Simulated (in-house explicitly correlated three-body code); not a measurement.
# Two electrons around a charge of +1.5 under Yukawa screening of 0.015 per bohr: exact states

System: two electrons around a charge of +1.5 under Yukawa screening of 0.015 per bohr. A variational three-body run gives its energies and expectation values.

The numbers are computed with in-house explicitly correlated three-body code version 1 (two electrons, non-relativistic, variational in exponentially correlated functions), except any that are marked as measured or tabulated.

### Step 1. The system

| Item | Value |
| --- | --- |
| charge of the centre | +1.5 |
| mass of the centre | infinite |
| interactions | Yukawa, exp(−0.015 r)/r, between all pairs |
| basis | 260 functions exp(−a r1 − b r2 − g r12) a state, exponent ranges optimised |
| units | hartree and bohr; relativity and QED are left out |

### Step 2. The run

Settings:

```ini
Z = 1.5
screening = 0.015
interaction_strength = 1.0
functions = 260
states_tried = 13
```

On the command line:

```
$ python run_hyl.py task.json out
```

**Question.** What will these runs give? Wanted: ground-state energy; binding of the second electron; ⟨r12⟩, ⟨cos θ12⟩; resonance line 1 ¹S–2 ¹P; polarisability of the ground state.

**Answer**, as computed:

| quantity | value |
| --- | --- |
| ground-state energy | -1.43549818 hartree |
| binding of the second electron | 9.0568 eV |
| ⟨r12⟩, ⟨cos θ12⟩ | 2.111 bohr, -0.0829 |
| resonance line 1 ¹S–2 ¹P | 8.3968 eV, f = 0.1196 |
| polarisability of the ground state | 6.8094 bohr³ |

What this shows: The second electron is bound by 9.057 eV, and the mean cosine of -0.083 shows the electrons leaning only slightly to opposite sides. Exchange puts 2 ³S 0.302 eV under 2 ¹S.
